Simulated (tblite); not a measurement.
# C7H14N2Si: the cost of one run

The runs use tblite 0.8.0 and PySCF 2.14.0, with density-fitted response routines of our own; the level of theory stands in each step. All values are computed, except where a source is named. Atoms are numbered from 0 throughout.

### 1 The molecule as given

24 atoms, charge 0, multiplicity 1; geometry from: force field or distance geometry start.

Bonds of the start (Å): N0–C1 1.15, C1–Si2 1.84, Si2–C3 1.85, C3–N4 1.43, N4–C5 1.45, C5–C6 1.50, C6–C7 1.53, C7–C8 1.51, C8–C9 1.51, C9–C6 1.50, Si2–H10 1.47, Si2–H11 1.45, C3–H12 1.10, C3–H13 1.14, N4–H14 1.04, C5–H15 1.07, C5–H16 1.14, C6–H17 1.11, C7–H18 1.10, C7–H19 1.12, C8–H20 1.11, C8–H21 1.13, C9–H22 1.13, C9–H23 1.10.

### 2 Relaxing the molecule with GFN2-xTB

Job settings and geometry (Å):

```
{"job": {"kind": "relax", "xc": "GFN2-xTB", "basis": "xTB"}, "charge": 0, "multiplicity": 1}
N      4.396100     1.970300    -1.216700
C      3.935900     1.084900    -0.648000
Si     3.252500    -0.361100     0.269000
C      1.901100    -1.174200    -0.695200
N      0.628100    -1.056900    -0.045900
C      0.151200     0.302800     0.094500
C     -1.295900     0.188700     0.464900
C     -2.067500    -0.544600    -0.636600
C     -3.228900     0.339100    -0.248100
C     -2.179200     1.352800     0.145500
H      4.308700    -1.366500     0.478000
H      2.702500     0.104200     1.532000
H      1.824000    -0.815600    -1.732700
H      2.124800    -2.286100    -0.788200
H     -0.079800    -1.576600    -0.599400
H      0.384600     0.927300    -0.748700
H      0.658600     0.710100     1.032900
H     -1.505100    -0.278800     1.444300
H     -2.190100    -1.615500    -0.443000
H     -1.679000    -0.293700    -1.656300
H     -3.903500     0.635200    -1.073100
H     -3.741200    -0.159100     0.624100
H     -1.848200     2.006200    -0.708700
H     -2.561200     1.926800     0.996500
```

Command:

```sh
OMP_NUM_THREADS=1 python probes_run.py task.json out
```

This one command runs all jobs of the session in turn.

**Question.** How long does this first job take on 1 thread of Arm Neoverse V1, shared host?

About 1.5 s.
